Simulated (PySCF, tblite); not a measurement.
# C5H8B radical: geometry, infrared bands and EPR parameters

What infrared bands and EPR parameters should C5H8B radical (`B1C=CC[CH]C1`) show?

The runs use tblite 0.8.0 and PySCF 2.14.0, with density-fitted response routines of our own; the level of theory stands in each step. All values are computed, except where a source is named. Atoms are numbered from 0 throughout.

### 1 The molecule as given

14 atoms, charge 0, multiplicity 2; geometry from: force field or distance geometry start.

Bonds of the start (Å): B0–C1 1.56, C1–C2 1.36, C2–C3 1.51, C3–C4 1.53, C4–C5 1.54, C5–B0 1.60, B0–H6 1.19, C1–H7 1.09, C2–H8 1.08, C3–H9 1.13, C3–H10 1.11, C4–H11 1.12, C5–H12 1.10, C5–H13 1.11.

### 2 Optimising the geometry with GFN2-xTB

The job: settings as JSON, then the geometry in Å.

```
{"job": {"kind": "relax", "xc": "GFN2-xTB", "basis": "xTB"}, "charge": 0, "multiplicity": 2}
B     -0.897600     1.193000    -0.232800
C      0.632800     1.384300    -0.025800
C      1.435300     0.312800     0.216200
C      0.870400    -1.072400     0.391500
C     -0.401900    -1.313200    -0.424500
C     -1.497700    -0.283400    -0.113400
H     -1.623400     2.136000    -0.275800
H      1.076100     2.377600    -0.078800
H      2.498200     0.468200     0.341400
H      0.633500    -1.235200     1.479300
H      1.637600    -1.825600     0.102700
H     -0.160600    -1.295100    -1.515700
H     -2.344900    -0.403900    -0.807300
H     -1.858500    -0.443600     0.920800
```

Run with:

```console
$ OMP_NUM_THREADS=1 python probes_run.py task.json out
```

The driver reads the jobs from task.json and runs them one after another.

**Question.** This job is followed by: GFN2-xTB harmonic vibrations, gas phase; UKS B3LYP, pcH-1 on B C H, non-relativistic, mean-field spin-orbit, GIAO. What will the session give for the following? strongest single infrared mode (GFN2-xTB); zero-point energy (GFN2-xTB); g(iso) (B3LYP); ⟨S²⟩; largest a(iso) (averaged by class); potential on the surface of density 0.002 e/bohr³, 1st and 99th percentile.

As calculated:

```
                                                                  quantity                  value
                                 strongest single infrared mode (GFN2-xTB)  2643 cm⁻¹, 181 km/mol
                                              zero-point energy (GFN2-xTB)          70.3 kcal/mol
                                                            g(iso) (B3LYP)                2.00265
                                                                      ⟨S²⟩     0.755 (exact 0.75)
                                        largest a(iso) (averaged by class)   13C on C4, 119.0 MHz
potential on the surface of density 0.002 e/bohr³, 1st and 99th percentile     -0.54 V and 0.86 V
```

In words: Relaxing lowered the energy by 0.368 eV in 66 steps; the close pair that moved most is C4–C5, from 1.536 to 1.459 Å. All 36 modes are real, so the xTB geometry is a minimum. The strongest single mode, at 2643 cm⁻¹, moves mainly H6. Unscaled tight-binding wavenumbers are off by several per cent, some by more. Its intensities can rank the bands wrongly. Most of the unpaired spin sits on C4 (0.96 e). The isotropic g lies 0.3 ppt above the free-electron value. The conformer search found further structures of the same energy, which may be mirror or relabelled copies of this one.
